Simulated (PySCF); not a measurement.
# ClGeH5OSi: the cost of one run

Computed with PySCF 2.14.0; each step states its level. No surroundings beyond the atoms listed, unless a continuum is named. Atoms count from 0, parts from 1.

## Step 1: The system as given

Each species was relaxed by itself at PBE0-D3(BJ)/def2-SVPD.

## Step 2: Energies of the species: wB97M-D3(BJ)/def2-TZVPD

Job settings and geometry (Å):

```
{"job": {"kind": "react", "xc": "wB97M-D3(BJ)", "basis": "def2-TZVPD"}, "charge": 0, "multiplicity": 1}
-1 GeH6OSi charge 0 multiplicity 1
O      0.915330    -0.444450     1.707720
Ge     0.304120     0.731180     0.485240
Si    -0.686340    -0.650730    -1.180980
H      1.303470    -0.038510     2.487210
H      1.491530     1.569460    -0.039700
H     -0.700630     1.686750     1.167850
H      0.338100    -1.588120    -1.726510
H     -1.208310     0.207970    -2.286770
H     -1.813710    -1.425840    -0.585850

-1 Cl2 charge 0 multiplicity 1
Cl     1.014600    -0.010610    -0.006480
Cl    -1.014670     0.013050     0.007540

+1 ClGeH5OSi charge 0 multiplicity 1
O     -1.268070    -1.233610     0.954600
Ge    -0.808920    -0.064150    -0.310060
Si     1.527530     0.304130    -0.049110
Cl    -1.853540     1.819340     0.094890
H     -2.204050    -1.453130     0.986270
H     -1.365850    -0.518720    -1.672340
H      2.252260    -0.975930    -0.295400
H      1.946210     1.328490    -1.048370
H      1.769700     0.791870     1.336500

+1 ClH charge 0 multiplicity 1
Cl     0.644630    -0.009120    -0.005450
H     -0.643390     0.010280     0.006000
```

Method: wB97M-D3(BJ)/def2-TZVPD reaction energy of separated species, gas phase.

Command:

```bash
$ OMP_NUM_THREADS=1 python cluster_run.py task.json out
```

This one command runs all jobs of the session in turn.

**Question.** How long does this first job take on 1 thread of Arm Neoverse N1, shared host, and how much memory does it need?

About 60 s, with a peak of 0.79 GiB.
